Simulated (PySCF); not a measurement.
# A gas-phase reaction: BF2H2N + H2O → BF2HO + H3N

What reaction energy should one expect for `NB(F)F` + `O` → `OB(F)F` + `N`?

Programs: PySCF 2.14.0. All values are calculated, for the isolated system unless a continuum is named. Atoms count from 0, parts from 1.

## 1. The system as given

Each species was relaxed by itself at PBE0-D3(BJ)/def2-SVPD.

## 2. Reaction energy: wB97M-D3(BJ)/def2-TZVPD

Job settings and geometry (Å):

```
{"job": {"kind": "react", "xc": "wB97M-D3(BJ)", "basis": "def2-TZVPD"}, "charge": 0, "multiplicity": 1}
-1 BF2H2N charge 0 multiplicity 1
N      0.674000    -0.110680     0.311050
B     -0.571350     0.097640    -0.273500
F     -1.295670     1.181300     0.010490
F     -1.087730    -0.776720    -1.138770
H      1.233670    -0.925040     0.113310
H      1.078830     0.542070     0.963340

-1 H2O charge 0 multiplicity 1
O     -0.002290     0.388940    -0.018770
H      0.764040    -0.190020     0.008100
H     -0.761730    -0.198890     0.010660

+1 BF2HO charge 0 multiplicity 1
O     -0.813740    -0.578620    -0.149300
B      0.355270     0.004670     0.157860
F      1.283070    -0.685290     0.796710
F      0.624120     1.270020    -0.158660
H     -1.430210    -0.006370    -0.613660

+1 H3N charge 0 multiplicity 1
N      0.001680     0.002220     0.284440
H      0.939140    -0.125720    -0.085260
H     -0.572630    -0.746480    -0.091710
H     -0.354290     0.873120    -0.098570
```

Level: wB97M-D3(BJ)/def2-TZVPD reaction energy of separated species, gas phase.

Run with:

```bash
> OMP_NUM_THREADS=1 python cluster_run.py task.json out
```

One launch serves the whole session: the jobs run in the order shown.

What it wrote:

```text
species 1 (BF2H2N)
coarse grid: 25848 points
cycle   1  E = -280.7641930116  dE =  4.571e-01  |g| = 6.770e-01  |ddm| = 1.695e+00
cycle   2  E = -280.7819017523  dE = -1.771e-02  |g| = 7.054e-01  |ddm| = 6.610e-01
cycle   3  E = -280.8466612881  dE = -6.476e-02  |g| = 4.316e-02  |ddm| = 2.797e-01
cycle   4  E = -280.8470090782  dE = -3.478e-04  |g| = 2.398e-02  |ddm| = 4.064e-02
cycle   5  E = -280.8471253005  dE = -1.162e-04  |g| = 7.538e-03  |ddm| = 1.623e-02
cycle   6  E = -280.8471370311  dE = -1.173e-05  |g| = 8.478e-04  |ddm| = 5.470e-03
cycle   7  E = -280.8471373839  dE = -3.528e-07  |g| = 2.322e-04  |ddm| = 1.514e-03
final grid: 56152 points
cycle   8  E = -280.8471146115  dE = -6.797e-08  |g| = 2.083e-04  |ddm| = 2.142e-03
cycle   9  E = -280.8471146153  dE = -3.804e-09  |g| = 1.942e-04  |ddm| = 2.845e-04
cycle  10  E = -280.8471146213  dE = -5.975e-09  |g| = 2.387e-05  |ddm| = 9.342e-05
cycle  11  E = -280.8471146215  dE = -1.860e-10  |g| = 9.918e-06  |ddm| = 3.210e-05
converged SCF energy = -280.8471146215

species 2 (H2O)
coarse grid: 10128 points
cycle   1  E = -76.4117505871  dE = -7.454e-02  |g| = 5.872e-01  |ddm| = 8.994e-01
cycle   2  E = -76.4087433544  dE =  3.007e-03  |g| = 6.461e-01  |ddm| = 5.038e-01
cycle   3  E = -76.4759343228  dE = -6.719e-02  |g| = 2.731e-02  |ddm| = 2.374e-01
cycle   4  E = -76.4760595261  dE = -1.252e-04  |g| = 5.497e-03  |ddm| = 1.609e-02
cycle   5  E = -76.4760682029  dE = -8.677e-06  |g| = 8.214e-04  |ddm| = 5.831e-03
final grid: 21952 points
cycle   6  E = -76.4760630909  dE = -1.977e-07  |g| = 5.844e-04  |ddm| = 1.372e-03
cycle   7  E = -76.4760630978  dE = -6.855e-09  |g| = 6.467e-04  |ddm| = 6.468e-04
cycle   8  E = -76.4760631614  dE = -6.365e-08  |g| = 3.200e-05  |ddm| = 2.236e-04
cycle   9  E = -76.4760631622  dE = -8.238e-10  |g| = 4.136e-06  |ddm| = 1.104e-04
converged SCF energy = -76.4760631622

species 3 (BF2HO)
coarse grid: 23432 points
cycle   1  E = -300.6156732647  dE =  5.226e-01  |g| = 8.293e-01  |ddm| = 1.641e+00
cycle   2  E = -300.6351771045  dE = -1.950e-02  |g| = 8.532e-01  |ddm| = 8.451e-01
cycle   3  E = -300.7364065694  dE = -1.012e-01  |g| = 3.848e-02  |ddm| = 3.922e-01
cycle   4  E = -300.7367481970  dE = -3.416e-04  |g| = 1.464e-02  |ddm| = 4.332e-02
cycle   5  E = -300.7367890060  dE = -4.081e-05  |g| = 7.915e-03  |ddm| = 1.387e-02
cycle   6  E = -300.7367986209  dE = -9.615e-06  |g| = 1.571e-03  |ddm| = 3.973e-03
final grid: 51000 points
cycle   7  E = -300.7368231591  dE = -2.957e-07  |g| = 1.610e-03  |ddm| = 1.996e-03
cycle   8  E = -300.7368230879  dE =  7.124e-08  |g| = 1.847e-03  |ddm| = 1.308e-03
cycle   9  E = -300.7368235559  dE = -4.680e-07  |g| = 6.218e-05  |ddm| = 7.563e-04
cycle  10  E = -300.7368235586  dE = -2.633e-09  |g| = 2.628e-05  |ddm| = 1.319e-04
cycle  11  E = -300.7368235588  dE = -2.631e-10  |g| = 6.142e-06  |ddm| = 5.140e-05
converged SCF energy = -300.7368235588

species 4 (H3N)
coarse grid: 12536 points
cycle   1  E = -56.5694017242  dE = -1.294e-01  |g| = 3.023e-01  |ddm| = 1.089e+00
cycle   2  E = -56.5779560386  dE = -8.554e-03  |g| = 2.716e-01  |ddm| = 2.676e-01
cycle   3  E = -56.5918777154  dE = -1.392e-02  |g| = 2.124e-02  |ddm| = 1.115e-01
cycle   4  E = -56.5919833237  dE = -1.056e-04  |g| = 5.194e-03  |ddm| = 1.728e-02
cycle   5  E = -56.5919944610  dE = -1.114e-05  |g| = 7.323e-04  |ddm| = 8.716e-03
cycle   6  E = -56.5919948761  dE = -4.151e-07  |g| = 1.111e-04  |ddm| = 3.175e-03
final grid: 27112 points
cycle   7  E = -56.5919838520  dE = -1.585e-08  |g| = 6.411e-05  |ddm| = 7.250e-04
cycle   8  E = -56.5919838541  dE = -2.046e-09  |g| = 5.188e-05  |ddm| = 2.359e-04
cycle   9  E = -56.5919838547  dE = -6.526e-10  |g| = 1.223e-05  |ddm| = 5.004e-05
converged SCF energy = -56.5919838547

Reaction energy = -3.313 kcal/mol
```

Run time: 28 s. Hardware: 1 thread of Arm Neoverse N1, shared host; peak memory 0.58 GiB.

Species by species (with the dispersion term, which the log's SCF energies lack):

```
 ν  species  energy (Eh)  HOMO (eV)
-1   NB(F)F   -280.85113     -11.21
-1        O    -76.47682     -11.72
+1   OB(F)F   -300.73965     -13.38
+1        N    -56.59358     -10.26
```

## 3. Energies of the species: PBE0-D3(BJ)/def2-TZVPD

Same as in step 2 but for these lines:

```diff
@@ -1,2 +1,2 @@
-{"job": {"kind": "react", "xc": "wB97M-D3(BJ)", "basis": "def2-TZVPD"}, "charge": 0, "multiplicity": 1}
+{"job": {"kind": "react", "xc": "PBE0", "basis": "def2-TZVPD", "disp": "d3bj"}, "charge": 0, "multiplicity": 1}
 -1 BF2H2N charge 0 multiplicity 1
```

Method: PBE0-D3(BJ)/def2-TZVPD reaction energy of separated species, gas phase.

What it wrote:

```text
species 1 (BF2H2N)
coarse grid: 5560 points
cycle   1  E = -280.4290330198  dE =  4.078e-01  |g| = 6.811e-01  |ddm| = 1.763e+00
cycle   2  E = -280.3766683585  dE =  5.236e-02  |g| = 9.364e-01  |ddm| = 7.248e-01
cycle   3  E = -280.5037530899  dE = -1.271e-01  |g| = 4.567e-02  |ddm| = 3.860e-01
cycle   4  E = -280.5039791650  dE = -2.261e-04  |g| = 2.883e-02  |ddm| = 3.504e-02
cycle   5  E = -280.5041306055  dE = -1.514e-04  |g| = 5.052e-03  |ddm| = 1.459e-02
cycle   6  E = -280.5041359069  dE = -5.301e-06  |g| = 8.703e-04  |ddm| = 3.599e-03
final grid: 56152 points
cycle   7  E = -280.5024080473  dE = -9.809e-05  |g| = 6.732e-03  |ddm| = 6.839e-02
cycle   8  E = -280.5024033645  dE =  4.683e-06  |g| = 8.384e-03  |ddm| = 6.531e-03
cycle   9  E = -280.5024152527  dE = -1.189e-05  |g| = 3.067e-04  |ddm| = 3.570e-03
cycle  10  E = -280.5024152643  dE = -1.162e-08  |g| = 2.137e-04  |ddm| = 2.423e-04
cycle  11  E = -280.5024152716  dE = -7.240e-09  |g| = 4.274e-05  |ddm| = 1.001e-04
cycle  12  E = -280.5024152718  dE = -2.868e-10  |g| = 7.650e-06  |ddm| = 2.550e-05
converged SCF energy = -280.5024152718

species 2 (H2O)
coarse grid: 2328 points
cycle   1  E = -76.3044364825  dE = -5.300e-03  |g| = 6.571e-01  |ddm| = 9.011e-01
cycle   2  E = -76.1882133581  dE =  1.162e-01  |g| = 1.036e+00  |ddm| = 7.256e-01
cycle   3  E = -76.3820390847  dE = -1.938e-01  |g| = 3.132e-02  |ddm| = 4.396e-01
cycle   4  E = -76.3822213865  dE = -1.823e-04  |g| = 5.864e-03  |ddm| = 1.606e-02
cycle   5  E = -76.3822265257  dE = -5.139e-06  |g| = 7.850e-04  |ddm| = 2.507e-03
final grid: 21952 points
cycle   6  E = -76.3808945384  dE = -1.507e-05  |g| = 3.434e-03  |ddm| = 9.316e-03
cycle   7  E = -76.3808925915  dE =  1.947e-06  |g| = 4.731e-03  |ddm| = 3.306e-03
cycle   8  E = -76.3808962739  dE = -3.682e-06  |g| = 2.524e-04  |ddm| = 1.956e-03
cycle   9  E = -76.3808962845  dE = -1.066e-08  |g| = 2.401e-05  |ddm| = 1.102e-04
cycle  10  E = -76.3808962847  dE = -1.122e-10  |g| = 3.284e-06  |ddm| = 1.514e-05
converged SCF energy = -76.3808962847

species 3 (BF2HO)
coarse grid: 4968 points
cycle   1  E = -300.2572425899  dE =  5.058e-01  |g| = 8.429e-01  |ddm| = 1.699e+00
cycle   2  E = -300.1547614007  dE =  1.025e-01  |g| = 1.182e+00  |ddm| = 1.072e+00
cycle   3  E = -300.3699253431  dE = -2.152e-01  |g| = 5.340e-02  |ddm| = 6.573e-01
cycle   4  E = -300.3701880855  dE = -2.627e-04  |g| = 4.110e-02  |ddm| = 4.649e-02
cycle   5  E = -300.3704359337  dE = -2.478e-04  |g| = 4.315e-03  |ddm| = 2.068e-02
cycle   6  E = -300.3704389374  dE = -3.004e-06  |g| = 7.800e-04  |ddm| = 2.992e-03
final grid: 51000 points
cycle   7  E = -300.3733172835  dE = -1.076e-04  |g| = 6.567e-03  |ddm| = 6.751e-02
cycle   8  E = -300.3733094415  dE =  7.842e-06  |g| = 9.541e-03  |ddm| = 7.210e-03
cycle   9  E = -300.3733231392  dE = -1.370e-05  |g| = 4.908e-04  |ddm| = 4.560e-03
cycle  10  E = -300.3733231713  dE = -3.211e-08  |g| = 2.404e-04  |ddm| = 3.844e-04
cycle  11  E = -300.3733231794  dE = -8.054e-09  |g| = 4.152e-05  |ddm| = 1.258e-04
cycle  12  E = -300.3733231796  dE = -2.543e-10  |g| = 7.839e-06  |ddm| = 2.514e-05
converged SCF energy = -300.3733231796

species 4 (H3N)
coarse grid: 2928 points
cycle   1  E = -56.4893421984  dE = -9.636e-02  |g| = 3.707e-01  |ddm| = 1.101e+00
cycle   2  E = -56.4629197025  dE =  2.642e-02  |g| = 5.179e-01  |ddm| = 4.434e-01
cycle   3  E = -56.5200169948  dE = -5.710e-02  |g| = 1.576e-02  |ddm| = 2.488e-01
cycle   4  E = -56.5200655594  dE = -4.856e-05  |g| = 3.353e-03  |ddm| = 8.654e-03
cycle   5  E = -56.5200677298  dE = -2.170e-06  |g| = 3.224e-04  |ddm| = 2.234e-03
final grid: 27112 points
cycle   6  E = -56.5150237761  dE = -1.159e-05  |g| = 5.596e-03  |ddm| = 1.584e-02
cycle   7  E = -56.5150183446  dE =  5.432e-06  |g| = 7.660e-03  |ddm| = 5.970e-03
cycle   8  E = -56.5150300301  dE = -1.169e-05  |g| = 1.353e-04  |ddm| = 3.453e-03
cycle   9  E = -56.5150300341  dE = -4.053e-09  |g| = 3.214e-05  |ddm| = 9.708e-05
cycle  10  E = -56.5150300344  dE = -2.829e-10  |g| = 3.562e-06  |ddm| = 2.485e-05
converged SCF energy = -56.5150300344

Reaction energy = -2.996 kcal/mol
```

It took 14 s on 1 thread of Arm Neoverse N1, shared host; peak memory 0.56 GiB.

Reaction energy at this level: -3.00 kcal/mol.

## 4. Reaction energy: MP2/def2-TZVPD

Same as in step 3 but for these lines:

```diff
@@ -1,2 +1,2 @@
-{"job": {"kind": "react", "xc": "PBE0", "basis": "def2-TZVPD", "disp": "d3bj"}, "charge": 0, "multiplicity": 1}
+{"job": {"kind": "react", "xc": "MP2", "basis": "def2-TZVPD"}, "charge": 0, "multiplicity": 1}
 -1 BF2H2N charge 0 multiplicity 1
```

With the program's defaults for keys left out, this is: MP2/def2-TZVPD reaction energy of separated species, gas phase.

What it wrote:

```text
species 1 (BF2H2N)
final grid: 56152 points
cycle   1  E = -279.4119059000  dE =  4.591e-01  |g| = 6.089e-01  |ddm| = 1.636e+00
cycle   2  E = -279.4690501647  dE = -5.714e-02  |g| = 3.333e-01  |ddm| = 4.602e-01
cycle   3  E = -279.4838328230  dE = -1.478e-02  |g| = 4.824e-02  |ddm| = 1.528e-01
cycle   4  E = -279.4844404160  dE = -6.076e-04  |g| = 9.540e-03  |ddm| = 4.996e-02
cycle   5  E = -279.4844711194  dE = -3.070e-05  |g| = 2.997e-03  |ddm| = 1.037e-02
cycle   6  E = -279.4844734934  dE = -2.374e-06  |g| = 8.272e-04  |ddm| = 3.244e-03
cycle   7  E = -279.4844737777  dE = -2.843e-07  |g| = 2.294e-04  |ddm| = 1.017e-03
cycle   8  E = -279.4844738015  dE = -2.388e-08  |g| = 5.414e-05  |ddm| = 3.205e-04
cycle   9  E = -279.4844738033  dE = -1.703e-09  |g| = 1.265e-05  |ddm| = 7.464e-05
cycle  10  E = -279.4844738034  dE = -1.045e-10  |g| = 2.934e-06  |ddm| = 2.296e-05
converged SCF energy = -279.4844738034

species 2 (H2O)
final grid: 21952 points
cycle   1  E = -76.0248945736  dE = -1.467e-01  |g| = 4.364e-01  |ddm| = 8.776e-01
cycle   2  E = -76.0503806466  dE = -2.549e-02  |g| = 2.594e-01  |ddm| = 2.972e-01
cycle   3  E = -76.0608896889  dE = -1.051e-02  |g| = 2.594e-02  |ddm| = 1.025e-01
cycle   4  E = -76.0610470480  dE = -1.574e-04  |g| = 5.694e-03  |ddm| = 1.523e-02
cycle   5  E = -76.0610614156  dE = -1.437e-05  |g| = 1.176e-03  |ddm| = 5.302e-03
cycle   6  E = -76.0610623054  dE = -8.897e-07  |g| = 2.235e-04  |ddm| = 1.658e-03
cycle   7  E = -76.0610623421  dE = -3.670e-08  |g| = 3.304e-05  |ddm| = 3.733e-04
cycle   8  E = -76.0610623427  dE = -6.658e-10  |g| = 4.159e-06  |ddm| = 3.886e-05
converged SCF energy = -76.0610623427

species 3 (BF2HO)
final grid: 51000 points
cycle   1  E = -299.2441846942  dE =  4.864e-01  |g| = 7.027e-01  |ddm| = 1.562e+00
cycle   2  E = -299.3145912441  dE = -7.041e-02  |g| = 3.750e-01  |ddm| = 5.284e-01
cycle   3  E = -299.3340428526  dE = -1.945e-02  |g| = 4.575e-02  |ddm| = 1.837e-01
cycle   4  E = -299.3345586401  dE = -5.158e-04  |g| = 9.456e-03  |ddm| = 4.614e-02
cycle   5  E = -299.3345896554  dE = -3.102e-05  |g| = 2.084e-03  |ddm| = 1.319e-02
cycle   6  E = -299.3345917559  dE = -2.100e-06  |g| = 8.015e-04  |ddm| = 3.551e-03
cycle   7  E = -299.3345919620  dE = -2.062e-07  |g| = 2.838e-04  |ddm| = 1.081e-03
cycle   8  E = -299.3345919899  dE = -2.789e-08  |g| = 7.026e-05  |ddm| = 3.452e-04
cycle   9  E = -299.3345919923  dE = -2.336e-09  |g| = 1.549e-05  |ddm| = 1.157e-04
cycle  10  E = -299.3345919924  dE = -1.478e-10  |g| = 4.425e-06  |ddm| = 3.049e-05
converged SCF energy = -299.3345919924

species 4 (H3N)
final grid: 27112 points
cycle   1  E = -56.2058936499  dE = -1.621e-01  |g| = 2.298e-01  |ddm| = 1.073e+00
cycle   2  E = -56.2178838129  dE = -1.199e-02  |g| = 7.796e-02  |ddm| = 1.404e-01
cycle   3  E = -56.2190890673  dE = -1.205e-03  |g| = 2.444e-02  |ddm| = 4.020e-02
cycle   4  E = -56.2192483918  dE = -1.593e-04  |g| = 5.225e-03  |ddm| = 1.749e-02
cycle   5  E = -56.2192625227  dE = -1.413e-05  |g| = 1.112e-03  |ddm| = 7.204e-03
cycle   6  E = -56.2192637421  dE = -1.219e-06  |g| = 2.934e-04  |ddm| = 3.286e-03
cycle   7  E = -56.2192638368  dE = -9.467e-08  |g| = 4.961e-05  |ddm| = 9.839e-04
cycle   8  E = -56.2192638389  dE = -2.081e-09  |g| = 4.563e-06  |ddm| = 1.082e-04
cycle   9  E = -56.2192638389  dE = -1.394e-11  |g| = 5.841e-07  |ddm| = 2.273e-05
converged SCF energy = -56.2192638389

Reaction energy = -3.458 kcal/mol
```

Run time: 6.1 s. Hardware: 1 thread of Arm Neoverse N1, shared host; peak memory 0.4 GiB.

Reaction energy at this level: -3.46 kcal/mol.

## 5. Side by side

Energies in kcal/mol, with wall time:

```
                    run  reaction   time
wB97M-D3(BJ)/def2-TZVPD     -3.31   28 s
 PBE0-D3(BJ)/def2-TZVPD     -3.00   14 s
         MP2/def2-TZVPD     -3.46  6.1 s
```

## 6. What came out

```
                                                quantity                    value
               reaction energy (wB97M-D3(BJ)/def2-TZVPD)           -3.31 kcal/mol
                     ΔH, ΔG at 298 K (xTB thermal terms)      -2.6, -3.0 kcal/mol
range of the reaction energy over the runs of this table  -3.46 to -3.00 kcal/mol
```

The reaction is exothermic by 2.6 kcal/mol in the gas phase; dispersion gives +0.22, and xTB itself gave -3.61 for the electronic energy (xTB energies and thermal terms come from the earlier relaxation of each species, not shown). No barrier was sought. The reaction energy runs from -3.46 (MP2/def2-TZVPD) to -3.00 kcal/mol (PBE0-D3(BJ)/def2-TZVPD).
